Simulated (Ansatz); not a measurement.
# C₂H₆F₂OSi: one species, many methods

An exercise on one series of results from a longer session: the logs are not shown, and one member is left open.

The runs use Ansatz 0.2.0, Gaussian basis; functionals in def2-TZVPP, the program's frozen cores in correlated methods.

Levels to be run: PBE-D4, r2SCAN-D4, PBE0-D4, B3LYP-D4, ωB97X-V, ωB97M-V, B2PLYP; CCSD(T)/def2-TZVPP; MP2/def2-QZVPP; extrapolation to the limit.

### Structure used throughout

All runs share one geometry, relaxed beforehand with PBE0-D4 in a triple-zeta def2 set.

SMILES `OC[SiH](F)CF`, 12 atoms, charge 0, spin multiplicity 1.

Atoms are counted from 1 here; the program's logs count them from 0.

Bond lengths: O1–C2 1.424 Å, O1–H7 0.961 Å, C2–Si3 1.875 Å, C2–H8 1.094 Å, C2–H9 1.099 Å, Si3–F4 1.610 Å, Si3–C5 1.885 Å, Si3–H10 1.485 Å, C5–F6 1.396 Å, C5–H11 1.095 Å, C5–H12 1.094 Å. Angles: C2–O1–H7 108.3°, O1–C2–Si3 110.3°, O1–C2–H8 106.7°, O1–C2–H9 111.8°, Si3–C2–H8 109.4°, Si3–C2–H9 112.0°, H8–C2–H9 106.3°, C2–Si3–F4 106.4°, C2–Si3–C5 110.7°, C2–Si3–H10 113.1°, F4–Si3–C5 106.9°, F4–Si3–H10 108.6°, C5–Si3–H10 110.9°, Si3–C5–F6 107.6°, Si3–C5–H11 111.4°, Si3–C5–H12 112.7°, F6–C5–H11 108.3°, F6–C5–H12 108.4° and more.

As a file:

```mol
C2H6F2OSi
  3D, bonds by distance, orders not assigned

 12 11  0  0  0  0  0  0  0  0999 V2000
   -0.0238   -1.9917    0.5701 O   0  0
    0.7952   -0.8617    0.8553 C   0  0
    0.5392    0.4707   -0.4387 Si  0  0
    0.7568   -0.2361   -1.8687 F   0  0
   -1.2369    1.1001   -0.4047 C   0  0
   -1.4196    1.7854    0.7974 F   0  0
    0.2436   -2.3515   -0.2799 H   0  0
    0.4805   -0.4842    1.8329 H   0  0
    1.8534   -1.1397    0.9573 H   0  0
    1.5015    1.5945   -0.3157 H   0  0
   -1.9546    0.2746   -0.4420 H   0  0
   -1.4584    1.7844   -1.2294 H   0  0
  1  2  8  0
  2  3  8  0
  3  4  8  0
  3  5  8  0
  5  6  8  0
  1  7  8  0
  2  8  8  0
  2  9  8  0
  3 10  8  0
  5 11  8  0
  5 12  8  0
M  END
```

The first run:

Contents of in.yaml:

```yaml
crystal:
  periodic: [false, false, false]
  atoms:
    - {symbol: O, position_ang: [-0.023825, -1.991666, 0.570134]}
    - {symbol: C, position_ang: [0.795215, -0.861715, 0.855324]}
    - {symbol: Si, position_ang: [0.539224, 0.470698, -0.438721]}
    - {symbol: F, position_ang: [0.756825, -0.236061, -1.868720]}
    - {symbol: C, position_ang: [-1.236897, 1.100085, -0.404687]}
    - {symbol: F, position_ang: [-1.419591, 1.785444, 0.797389]}
    - {symbol: H, position_ang: [0.243610, -2.351531, -0.279947]}
    - {symbol: H, position_ang: [0.480460, -0.484163, 1.832862]}
    - {symbol: H, position_ang: [1.853387, -1.139690, 0.957276]}
    - {symbol: H, position_ang: [1.501470, 1.594497, -0.315654]}
    - {symbol: H, position_ang: [-1.954610, 0.274555, -0.442029]}
    - {symbol: H, position_ang: [-1.458368, 1.784445, -1.229430]}
basis:
  gaussian: {orbitals: def2-TZVPP}
hamiltonian: {xc: pbe, dispersion: d4}
output: {forces: true, orbitals: {seedname: orbitals}}
```

The run is started by

```console
$ ansatz run in.yaml --threads 4 --pin off --events-out ev --progress --plain --max-ram 10444MiB
```

Among the steps run: PBE-D4 (GGA); r2SCAN-D4 (meta-GGA); PBE0-D4 (hybrid); B3LYP-D4 (hybrid); ωB97X-V (range-separated); ωB97M-V (range-separated); B2PLYP (double hybrid); CCSD(T) in def2-TZVPP; MP2 in def2-QZVPP.

One table of the session follows, with a row left open; its other results are not shown here.

```
            method  atomisation energy (kcal/mol)
            PBE-D4                         1102.9
         r2SCAN-D4                              ?
           PBE0-D4                         1078.4
          B3LYP-D4                         1078.6
           ωB97X-V                         1085.1
           ωB97M-V                         1084.9
            B2PLYP                         1069.2
     HF/def2-TZVPP                          780.4
    MP2/def2-TZVPP                         1077.6
   CCSD/def2-TZVPP                         1037.9
CCSD(T)/def2-TZVPP                         1053.7
           MP2/CBS                         1107.9
       CCSD(T)/CBS                         1084.0
```

Q: Estimate the row for r2SCAN-D4 from the others.

The run gave: atomisation energy (kcal/mol): 1083.4. In the column «atomisation energy (kcal/mol)» it lies between B3LYP-D4 (1078.6) and CCSD(T)/CBS (1084.0).

Limits of these values: Free atoms (1 O, 2 C, 1 Si, 2 F, 6 H) were run apart at each level; the atomisation energy is their sum less the molecule, without zero-point or spin-orbit terms.
